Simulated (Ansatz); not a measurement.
# C2H6S2Si, SMILES C1CS[SiH2]S1: a single point from an input written key by key

Run with the Python package of Ansatz (0.2.0).

Contents of `input.yaml`:
```yaml
crystal:
  periodic: [false, false, false]
  atoms:
    - { symbol: C, position_ang: [-0.8023, 0.9352, -0.3888] }
    - { symbol: C, position_ang: [-1.2064, -0.4386, 0.1476] }
    - { symbol: S, position_ang: [0.0574, -1.0936, 1.2925] }
    - { symbol: Si, position_ang: [1.7959, -0.444, 0.2157] }
    - { symbol: S, position_ang: [0.8408, 0.8715, -1.1846] }
    - { symbol: H, position_ang: [-0.7789, 1.6772, 0.4178] }
    - { symbol: H, position_ang: [-1.5329, 1.2792, -1.1279] }
    - { symbol: H, position_ang: [-2.1576, -0.3667, 0.6847] }
    - { symbol: H, position_ang: [-1.3473, -1.1515, -0.6732] }
    - { symbol: H, position_ang: [2.7036, 0.3128, 1.1092] }
    - { symbol: H, position_ang: [2.4276, -1.5815, -0.493] }
basis:
  gaussian: { orbitals: cc-pVDZ }
hamiltonian:
  xc: pbe
output:
  forces: true
```

The script, `deck_c2h6s2si.py`:
```python
import ansatz
import numpy as np


def main() -> None:
    session = ansatz.Session.from_deck('input.yaml')
    summary = session.plan(threads=1).execute().report

    print(f'E = {summary["free_energy_ev"]:.6f} eV = {summary["free_energy_ev"] / 27.211386246:.7f} Ha')
    print('converged:', summary['converged'], ' doubts:', summary['published_state_doubts'] or 'none')
    symbols = ['C', 'C', 'S', 'Si', 'S', 'H', 'H', 'H', 'H', 'H', 'H']
    field = summary['mean_field']
    print('<S^2> =', round(abs(field['state']['spin_squared']), 4), ' all-electron relativity setting:', field['relativity'])
    print('passes:', field['passes'])
    if 'symmetry' in field:
        print('occupied orbitals by irrep:', field['symmetry']['occupied'])

    forces = np.array(summary['forces_ev_ang'])
    print('largest force', round(float(np.linalg.norm(forces, axis=1).max()), 4), 'eV/A, rms', round(float(np.sqrt((forces ** 2).mean())), 4))
    charges = summary['charge_distribution']
    dipole = np.array(charges['dipole_moment_e_ang']) * 4.803205
    print('dipole (D): {:.3f} {:.3f} {:.3f}, length {:.3f}'.format(*dipole, np.linalg.norm(dipole)))
    print('atom  Mulliken   Lowdin')
    for symbol, m, l in zip(symbols, charges['mulliken_charges_e'], charges['lowdin_charges_e']):
        print(f'{symbol:4s} {m:9.3f} {l:8.3f}')


if __name__ == '__main__':
    main()
```

Running `python deck_c2h6s2si.py` prints:
```text
E = -31705.181578 eV = -1165.1439324 Ha
converged: True  doubts: none
<S^2> = 0.0  all-electron relativity setting: none
passes: {'evaluations': 16, 'products': 12}
occupied orbitals by irrep: [{'A': 32}, {'A': 32}]
largest force 1.0789 eV/A, rms 0.398
dipole (D): -1.133 0.280 -0.136, length 1.175
atom  Mulliken   Lowdin
C       -0.104   -0.170
C       -0.104   -0.170
S       -0.149    0.259
Si       0.240   -0.106
S       -0.149    0.259
H        0.078    0.007
H        0.068    0.014
H        0.068    0.014
H        0.078    0.007
H       -0.012   -0.056
H       -0.012   -0.056
```

What to keep in mind:
- Total energies depend on the basis set; only differences at equal settings carry meaning.
- The geometry is a force-field or estimated start, not a minimum of this method, and the basis set is short of its limit.
- The Löwdin charges here are taken after orthogonalising the functions within each atom; they differ from plain Löwdin charges, and their signs can be unphysical.
- It ran for 4 s on 1 thread of AMD EPYC 7B13 (Zen 3), on a shared host, peak memory 0.23 GiB.
